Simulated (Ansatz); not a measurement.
# HfV2N3: the cost of one run

Method: DFT PBE, scalar-relativistic, plane waves, PAW, in Ansatz 0.2.0.

**1. The system as given**

The structure is trigonal, space group P3m1 (No. 156). Conventional cell: a = 4.122 Å, b = 4.122 Å, c = 6.455 Å, α = 90.00°, β = 90.00°, γ = 120.00°. Hf (site symmetry 3m) is surrounded by 1 N at 2.33 Å and 3 V at 2.46 Å. V (site symmetry 3m) is surrounded by 1 N at 1.69 Å. V (site symmetry 3m) is surrounded by 1 N at 1.99 Å. N (site symmetry 3m) has 6 N at 2.38 to 2.60 Å and 3 V at 2.47 Å as nearest neighbours. N (site symmetry 3m) has 1 Hf at 2.33 Å and 3 N at 2.38 Å and 3 V at 2.49 Å as nearest neighbours. Around N (site symmetry 3m) lie 2 V at 1.69 to 1.99 Å.

Structure file:

```
Hf V N
1.0
     4.12249    0.00000    0.00000
    -2.06124    3.57018    0.00000
     0.00000    0.00000    6.45475
Hf V N
1 2 3
Direct
  0.66667 0.33333 0.32681
  0.00000 0.00000 0.85506
  0.00000 0.00000 0.42489
  0.33333 0.66667 0.95485
  0.66667 0.33333 0.96632
  0.00000 0.00000 0.11699
```

The cell is invented: random cell by space group and Wyckoff sites (P3m1, No. 156). Lengths come from tabulated atomic sizes and are only a guess.

**2. A first look at the guess**

The input, input.yaml:

```yaml
crystal:
  lattice:
    - [4.12248903, 0.0, 0.0]
    - [-2.06124451, 3.57018022, 0.0]
    - [0.0, 0.0, 6.45475417]
  atoms:
    - { symbol: Hf, position: [0.66666667, 0.33333333, 0.32680572] }
    - { symbol: V, position: [0.0, 0.0, 0.85506369], spin: 2.0 }
    - { symbol: V, position: [0.0, 0.0, 0.42488504], spin: 2.0 }
    - { symbol: "N", position: [0.33333333, 0.66666667, 0.95485135] }
    - { symbol: "N", position: [0.66666667, 0.33333333, 0.96632268] }
    - { symbol: "N", position: [0.0, 0.0, 0.1169851] }
basis:
  ecutwfc: 420
kpoints:
  mp_grid: { grid: [6, 6, 4] }
hamiltonian:
  xc: pbe
scf:
  occupations: { method: gaussian, width: 0.1 }
  lower_state_search: "off"
output:
  forces: true
  stress: true
  eigenvalues: true
  populations: true
magnetization:
  spin_polarized: true
```

On the command line:

```bash
$ ansatz run input.yaml --threads 1 --pin off --max-ram 2560MiB --backend cpu --events-out ev --progress --plain --runs-dir out
```

Q: Estimate wall time and peak memory on 1 thread of Intel Xeon Platinum 8259CL at 2.50GHz (Skylake/Cascade Lake), shared host.

About 1.7 min, with a peak of 0.5 GiB.
